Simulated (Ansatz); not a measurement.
# CH5ClOSSi: the cost of one run

Program: Ansatz 0.2.0, Gaussian basis. Level of theory: the settings change from run to run. These are calculated values, not measurements.

### 1 The molecule

An earlier PBE0-D4 in a triple-zeta def2 set relaxation fixed the geometry.

SMILES `OC(Cl)[SiH2]S`, 10 atoms, charge 0, spin multiplicity 1.

Atoms are counted from 1 here; the program's logs count them from 0.

Bond lengths: O1–C2 1.371 Å, O1–H6 0.969 Å, C2–Cl3 1.839 Å, C2–Si4 1.903 Å, C2–H7 1.090 Å, Si4–S5 2.136 Å, Si4–H8 1.480 Å, Si4–H9 1.484 Å, S5–H10 1.346 Å. Angles: C2–O1–H6 108.4°, O1–C2–Cl3 111.8°, O1–C2–Si4 113.4°, O1–C2–H7 108.0°, Cl3–C2–Si4 105.1°, Cl3–C2–H7 103.9°, Si4–C2–H7 114.3°, C2–Si4–S5 105.2°, C2–Si4–H8 111.0°, C2–Si4–H9 110.3°, S5–Si4–H8 113.5°, S5–Si4–H9 105.0°, H8–Si4–H9 111.5°, Si4–S5–H10 93.3°.

### 2 RPA/x2c-TZVPPall

Set apart from the defaults: charge -1, multiplicity 2, restricted open-shell orbitals, the search for lower states set to light.

in.yaml

```yaml
crystal:
  periodic: [false, false, false]
  atoms:
    - {symbol: O, position_ang: [0.505737, 0.714493, 1.626270]}
    - {symbol: C, position_ang: [0.634727, -0.380332, 0.811128]}
    - {symbol: Cl, position_ang: [2.158972, -0.293971, -0.213299]}
    - {symbol: Si, position_ang: [-0.789516, -0.565941, -0.436531]}
    - {symbol: S, position_ang: [-1.031669, 1.370421, -1.304315]}
    - {symbol: H, position_ang: [0.177135, 1.454358, 1.094287]}
    - {symbol: H, position_ang: [0.792652, -1.253543, 1.443730]}
    - {symbol: H, position_ang: [-0.491433, -1.624725, -1.426924]}
    - {symbol: H, position_ang: [-2.065007, -0.829443, 0.274948]}
    - {symbol: H, position_ang: [0.191603, 1.357585, -1.866291]}
basis:
  gaussian: {orbitals: x2c-TZVPPall}
total_charge: -1
magnetization: {spin_polarized: false, initial_magnetization: 1}
hamiltonian: {xc: {name: HSE06}}
correlation: {method: rpa}
scf: {lower_state_search: light}
```

The run is started by

```
$ ansatz run in.yaml --threads 4 --pin off --events-out ev --progress --plain --max-ram 10444MiB
```

What time and memory should one allow on 4 threads of Intel Xeon Platinum 8488C, shared host?

About 38 s, with a peak of 1.1 GiB.
